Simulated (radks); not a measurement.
**Mo³¹⁺ in [Ne] 3s1: an all-electron calculation**

An exercise on one series of results from a longer session: the logs are not shown, and one member is left open.

The numbers are computed with radks (a radial shooting solver on a logarithmic mesh, Libxc functionals) version 1 (scalar-relativistic Kohn-Sham, r2SCAN, spin-polarised, spherical densities, finite nucleus; open shells are filled with parallel spins first), except any that are marked as measured or tabulated.

**The atom as given**

```
element            : molybdenum (Z = 42)
charge             : +31
electrons          : 11
configuration      : [Ne] 3s1
nuclear rms radius : 4.4091 fm
```

The outer shells:

Mo³¹⁺
```
[Ne] core
3s [↑ ]
```

Set-up of the first run:

Settings of this run:

```text
Z 42
configuration [Ne] 3s1
relativity scalar-relativistic
functional r2scan,r2scan
spin polarised
nucleus finite rms 4.4091 fm
c 137.035999084
```

One table of the session follows, with a row left open; its other results are not shown here.

It belongs to the step «Orbitals and density». Radial moments (bohr):

| level | <r> | outermost maximum (interpolated) | 90 % within | nodes |
| --- | --- | --- | --- | --- |
| 1s up | 0.03514 | 0.0229 | 0.0630 | 0 |
| 1s down | 0.03515 | 0.0229 | 0.0630 | 0 |
| 2s up | 0.1507 | 0.128 | 0.232 | 1 |
| 2s down | 0.1507 | 0.128 | 0.232 | 1 |
| 2p up | 0.1310 | 0.102 | 0.212 | 0 |
| 2p down | 0.1310 | 0.102 | 0.212 | 0 |
| 3s up | ? | ? | ? | ? |
| 3s down | 0.3671 | 0.347 | 0.533 | 2 |

Q: Estimate the row for 3s up from the others.

**Answer.** <r>: 0.3662; outermost maximum (interpolated): 0.347; 90 % within: 0.530; nodes: 2. In the column «<r>» it lies between 2s down (0.1507) and 3s down (0.3671).
